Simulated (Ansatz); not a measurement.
The same calculation of CH₄Cl₂Sn, SMILES Cl[CH](Cl)[SnH3] as a Python script and as an input file (Ansatz 0.2.0, Python API).

`ch4cl2sn.py`
```python
'''Electronic structure of the CH4Cl2Sn molecule.'''

import ansatz as az


def main() -> None:
    ch4cl2sn = (
        az.Crystal.molecule()
        .atom('Cl', (1.0796, -0.2049, 2.1111))
        .atom('C', (1.0227, -0.1784, 0.3207))
        .atom('Cl', (1.9679, 1.1832, -0.3001))
        .atom('Sn', (-0.9125, 0.0294, -0.3909))
        .atom('H', (1.4577, -1.139, -0.0594))
        .atom('H', (-1.6571, 1.5451, 0.1885))
        .atom('H', (-0.9609, 0.0078, -2.1338))
        .atom('H', (-1.9053, -1.3004, 0.2082))
    )

    model = ch4cl2sn.calculation()
    model = model.basis(gaussian='def2-SVP').functional('pbe0')
    report = model.session().plan(threads=1).execute().report

    for key in ('converged', 'free_energy_ev', 'reference_energy_ev', 'n_frozen', 'n_occupied', 'n_virtual'):
        print(f'{key:22s} {report[key]}')


if __name__ == '__main__':
    main()
```

`python ch4cl2sn.py` gives:
```text
converged              True
free_energy_ev         -31959.471565277876
reference_energy_ev    -31959.471565277876
n_frozen               0
n_occupied             [33, 33]
n_virtual              [63, 63]
```

`input.yaml`:
```yaml
crystal:
  periodic: [false, false, false]
  atoms:
    - { symbol: Cl, position_ang: [1.0796, -0.2049, 2.1111] }
    - { symbol: C, position_ang: [1.0227, -0.1784, 0.3207] }
    - { symbol: Cl, position_ang: [1.9679, 1.1832, -0.3001] }
    - { symbol: Sn, position_ang: [-0.9125, 0.0294, -0.3909] }
    - { symbol: H, position_ang: [1.4577, -1.139, -0.0594] }
    - { symbol: H, position_ang: [-1.6571, 1.5451, 0.1885] }
    - { symbol: H, position_ang: [-0.9609, 0.0078, -2.1338] }
    - { symbol: H, position_ang: [-1.9053, -1.3004, 0.2082] }
basis:
  gaussian:
    orbitals: def2-SVP
hamiltonian:
  xc: pbe0
```

Total energies depend on the basis set; only differences at equal settings carry meaning. The geometry is a force-field or estimated start, not a minimum of this method, and the basis set is short of its limit. def2 sets replace the cores of elements past krypton by effective core potentials. Timing: 4.3 s on 1 thread of Arm Neoverse V1, with other jobs on the host, peak memory 0.26 GiB.
